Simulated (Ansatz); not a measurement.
# CCr: the cost of one run

Method: def2-TZVPP, core rule «outside noble gas», up to 10 orbitals frozen; program: Ansatz 0.2.0, Gaussian basis.

The runs, in order: UHF; CCSD(T) on ROHF; CCSD(T) on UHF; CCSDT(Q) on ROHF; CCSDT(Q) on UHF.

12 further runs of the same task are left out: 6 for a known fault of the program, 6 set aside as unsound or not needed.

## Step 1: What is computed

The geometry is a PBE0/def2-TZVP stationary point (not a proven minimum) of the parent state, kept for this charge and spin.

2 atoms, charge 1, spin multiplicity 2.

Atoms are counted from 1 here; the program's logs count them from 0.

Bond lengths: Cr1–C2 1.686 Å.

Coordinates:

```xyz
2
charge 1, multiplicity 2
Cr    0.0000    0.0000    0.0000
C     0.0000    0.0000    1.6856
```

## Step 2: UHF

File in.yaml:

```yaml
crystal:
  periodic: [false, false, false]
  atoms:
    - {symbol: Cr, position_ang: [0.000000, 0.000000, 0.000000]}
    - {symbol: C, position_ang: [0.000000, 0.000000, 1.685600]}
basis:
  gaussian: {orbitals: def2-TZVPP}
total_charge: 1
magnetization: {spin_polarized: true, initial_magnetization: 1}
hamiltonian: {xc: hf}
output: {orbitals: {seedname: orbitals}}
```

Command:

```bash
$ ansatz run in.yaml --threads 1 --pin off --events-out ev --progress --plain --max-ram 2816MiB --backend cpu
```

What time and memory should one allow on 1 thread of AMD EPYC 7R13, shared host?

About 14 s, with a peak of 0.26 GiB.
